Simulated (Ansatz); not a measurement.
**Ti2O3: compression at zero temperature**

One table from this session's results is given with a row withheld; the runs are named, their logs left out.

Computed with Ansatz 0.2.0 (DFT r2SCAN, scalar-relativistic, plane waves, PAW, unless a step's input says otherwise).

## The structure to begin with

The structure is trigonal, space group R-3c (No. 167). The conventional cell has a = 5.149 Å, b = 5.149 Å, c = 13.642 Å, α = 90.00°, β = 90.00°, γ = 120.00°. Ti (site symmetry 3) has 6 O at 2.01 to 2.08 Å in its first shell of neighbours. Around O (site symmetry 2) lie 4 Ti at 2.01 to 2.08 Å.

Coordinates:

```
CELL_PARAMETERS angstrom
2.57450 1.48639 4.54733
-2.57450 1.48639 4.54733
0.00000 -2.97278 4.54733
ATOMIC_POSITIONS crystal
Ti 0.84500 0.84500 0.84500
Ti 0.65500 0.65500 0.65500
Ti 0.15500 0.15500 0.15500
Ti 0.34500 0.34500 0.34500
O 0.06700 0.43300 0.75000
O 0.75000 0.06700 0.43300
O 0.43300 0.75000 0.06700
O 0.93300 0.56700 0.25000
O 0.25000 0.93300 0.56700
O 0.56700 0.25000 0.93300
```

The structure comes from the Crystallography Open Database.

The first run:

(A quick probe on a coarse mesh, which set the mesh and smearing, is not shown.)

File input.yaml:

```yaml
crystal:
  lattice:
    - [2.5745011249, 1.4863889175, 4.54733]
    - [-2.5745011249, 1.4863889175, 4.54733]
    - [0.0, -2.972777835, 4.54733]
  atoms:
    - { symbol: Ti, position: [0.845, 0.845, 0.845] }
    - { symbol: Ti, position: [0.655, 0.655, 0.655] }
    - { symbol: Ti, position: [0.155, 0.155, 0.155] }
    - { symbol: Ti, position: [0.345, 0.345, 0.345] }
    - { symbol: O, position: [0.067, 0.433, 0.75] }
    - { symbol: O, position: [0.75, 0.067, 0.433] }
    - { symbol: O, position: [0.433, 0.75, 0.067] }
    - { symbol: O, position: [0.933, 0.567, 0.25] }
    - { symbol: O, position: [0.25, 0.933, 0.567] }
    - { symbol: O, position: [0.567, 0.25, 0.933] }
basis:
  ecutwfc: 500
kpoints:
  mp_grid: { grid: [12, 12, 12] }
hamiltonian:
  xc: r2scan
scf:
  occupations: { method: gaussian, width: 0.1 }
output:
  forces: true
  stress: true
  eigenvalues: true
relax:
  adjacent_minimum: "off"
  f_tol: 0.005
  max_steps: 80
  cell: { stress_tol: 0.05 }
```

The run is started by

```console
$ ansatz run input.yaml --threads 2 --pin off --max-ram 5120MiB --backend cpu --events-out ev --progress --plain --runs-dir out
```

Steps of the session up to this table: The relaxation; -1 GPa; 1 GPa; Target pressure 4 GPa; 12 GPa; Target pressure 25 GPa.

One table of the session follows, with a row left open; its other results are not shown here.

Lengths are those of the vectors of the cell that was run:

```
P (GPa)  V (Å³/atom)  a (Å)  b (Å)  c (Å)  ΔH (eV/atom)
     -1        10.36  5.459  5.459  5.459        -0.065
      0        10.31  5.451  5.451  5.451         0.000
      1            ?      ?      ?      ?             ?
      4        10.15  5.420  5.420  5.420         0.255
     12         9.84  5.362  5.362  5.362         0.754
     25         9.44  5.282  5.282  5.282         1.536
```

Estimate the missing values for P (GPa) = 1.

Worked estimate for «V (Å³/atom)». A straight line through the neighbours (0, 10.31) and (4, 10.15) gives 10.31 + (10.15 − 10.31) × (1 − 0) / (4 − 0) = 10.27; a parabola fitted to 4 rows on both sides gives 10.27.

As computed: V (Å³/atom): 10.27; a (Å): 5.443; b (Å): 5.443; c (Å): 5.443; ΔH (eV/atom): 0.064. In «V (Å³/atom)» the line misses by 0.00 and the parabola by 0.00.

ΔH is E + PV over the energy at zero pressure; a, b and c are the vectors of the computed cell. 

To keep in mind: The start is a reported cell, which holds thermal expansion that this zero-temperature run lacks. Spin polarisation is off in the runs that give these values; a magnetic solution could lie lower. Warnings in the runs' records: seeded moment not kept, stability check not made.
